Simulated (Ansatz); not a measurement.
**C₃H₁₁SbSi: one species, many methods**

One table from this session's results is given with a row withheld; the runs are named, their logs left out.

Program: Ansatz 0.2.0, Gaussian basis. Level of theory: functionals in def2-TZVPP, the program's frozen cores in correlated methods. These are calculated values, not measurements.

Levels to be run: LDA (SPW92), PBE-D4, revPBE-D4, BLYP-D4, r2SCAN-D4, B97M-V, PBE0-D4, B3LYP-D4, r2SCANh-D4, r2SCAN0-D4, HSE06-D4, BHLYP-D4, CAM-B3LYP-D4, LC-ωPBE, ωB97X-V, ωB97M-V, B2PLYP, PBE-QIDH; CCSD(T)/def2-SVP; MP2/def2-TZVPP; MP2/def2-QZVPP; RPA on PBE.

## Structure used throughout

All runs share one geometry, relaxed beforehand with PBE0-D4 in a triple-zeta def2 set. Sb takes the def2 core potential; no spin-orbit term is included.

SMILES `C[CH](C)[SbH][SiH3]`, 16 atoms, charge 0, spin multiplicity 1.

Atoms are counted from 1 here; the program's logs count them from 0.

Bond lengths: C1–C2 1.516 Å, C1–H6 1.097 Å, C1–H7 1.094 Å, C1–H8 1.092 Å, C2–C3 1.520 Å, C2–Sb4 2.194 Å, C2–H9 1.095 Å, C3–H10 1.093 Å, C3–H11 1.096 Å, C3–H12 1.094 Å, Sb4–Si5 2.572 Å, Sb4–H13 1.713 Å, Si5–H14 1.490 Å, Si5–H15 1.488 Å, Si5–H16 1.487 Å. Angles: C2–C1–H6 110.3°, C2–C1–H7 111.2°, C2–C1–H8 112.5°, H6–C1–H7 107.5°, H6–C1–H8 107.5°, H7–C1–H8 107.6°, C1–C2–C3 111.8°, C1–C2–Sb4 114.2°, C1–C2–H9 109.5°, C3–C2–Sb4 108.4°, C3–C2–H9 109.1°, Sb4–C2–H9 103.4°, C2–C3–H10 112.3°, C2–C3–H11 110.4°, C2–C3–H12 111.2°, H10–C3–H11 107.7°, H10–C3–H12 107.8°, H11–C3–H12 107.2° and more.

Coordinates:

```xyz
16

C    -0.0159   -1.0998   -0.8190
C     0.9099   -0.1028   -0.1501
C     1.9641    0.4235   -1.1111
Sb   -0.1172    1.6107    0.7557
Si   -1.9847    0.2663    1.9036
H     0.5634   -1.9183   -1.2636
H    -0.5906   -0.6300   -1.6220
H    -0.7280   -1.5432   -0.1201
H     1.4068   -0.5791    0.7019
H     2.6595    1.1134   -0.6273
H     2.5506   -0.4041   -1.5264
H     1.5049    0.9492   -1.9539
H    -1.0955    1.8966   -0.6209
H    -1.3568   -0.6784    2.8691
H    -2.8654    1.1925    2.6649
H    -2.8281   -0.5193    0.9634
```

Set-up of the first run:

The input, in.yaml:

```yaml
crystal:
  periodic: [false, false, false]
  atoms:
    - {symbol: C, position_ang: [-0.015904, -1.099768, -0.818960]}
    - {symbol: C, position_ang: [0.909940, -0.102801, -0.150080]}
    - {symbol: C, position_ang: [1.964051, 0.423517, -1.111129]}
    - {symbol: Sb, position_ang: [-0.117210, 1.610733, 0.755656]}
    - {symbol: Si, position_ang: [-1.984733, 0.266319, 1.903641]}
    - {symbol: H, position_ang: [0.563405, -1.918325, -1.263559]}
    - {symbol: H, position_ang: [-0.590621, -0.629978, -1.622030]}
    - {symbol: H, position_ang: [-0.727956, -1.543205, -0.120069]}
    - {symbol: H, position_ang: [1.406781, -0.579148, 0.701887]}
    - {symbol: H, position_ang: [2.659517, 1.113410, -0.627251]}
    - {symbol: H, position_ang: [2.550587, -0.404054, -1.526377]}
    - {symbol: H, position_ang: [1.504904, 0.949155, -1.953948]}
    - {symbol: H, position_ang: [-1.095519, 1.896563, -0.620891]}
    - {symbol: H, position_ang: [-1.356811, -0.678412, 2.869135]}
    - {symbol: H, position_ang: [-2.865408, 1.192485, 2.664920]}
    - {symbol: H, position_ang: [-2.828123, -0.519292, 0.963356]}
basis:
  gaussian: {orbitals: def2-TZVPP}
hamiltonian: {xc: lda}
output: {orbitals: {seedname: orbitals}}
```

Launch:

```sh
> ansatz run in.yaml --threads 4 --pin off --events-out ev --progress --plain --max-ram 11315MiB
```

Steps of the session up to this table: LDA; PBE-D4 (GGA); revPBE-D4 (GGA); BLYP-D4 (GGA); r2SCAN-D4 (meta-GGA); B97M-V (meta-GGA); B3LYP-D4 (hybrid); r2SCANh-D4 (hybrid); r2SCAN0-D4 (hybrid); HSE06-D4 (hybrid); BHLYP-D4 (hybrid); CAM-B3LYP-D4 (range-separated); LC-ωPBE (range-separated); ωB97X-V (range-separated); ωB97M-V (range-separated); B2PLYP (double hybrid); PBE-QIDH (double hybrid).

One table of the session follows, with a row left open; its other results are not shown here.

It belongs to the step «Orbital energies across the functionals». 

| functional | HOMO (eV) | gap (eV) |
| --- | --- | --- |
| LDA (SPW92) | -5.88 | 4.51 |
| PBE-D4 | -5.74 | 4.58 |
| revPBE-D4 | ? | ? |
| BLYP-D4 | -5.61 | 4.56 |
| r2SCAN-D4 | -5.95 | 5.01 |
| B97M-V | -5.97 | 4.87 |
| PBE0-D4 | -6.69 | 6.29 |
| B3LYP-D4 | -6.52 | 5.92 |
| r2SCANh-D4 | -6.31 | 5.63 |
| r2SCAN0-D4 | -6.84 | 6.56 |
| HSE06-D4 | -6.31 | 5.54 |
| BHLYP-D4 | -7.53 | 7.92 |
| CAM-B3LYP-D4 | -7.88 | 8.42 |
| LC-ωPBE | -9.10 | 10.69 |
| ωB97X-V | -8.81 | 10.28 |
| ωB97M-V | -8.71 | 9.92 |

Estimate the missing values for revPBE-D4.

The run gave: HOMO (eV): -5.69; gap (eV): 4.62. In the column «HOMO (eV)» it lies between PBE-D4 (-5.74) and BLYP-D4 (-5.61).
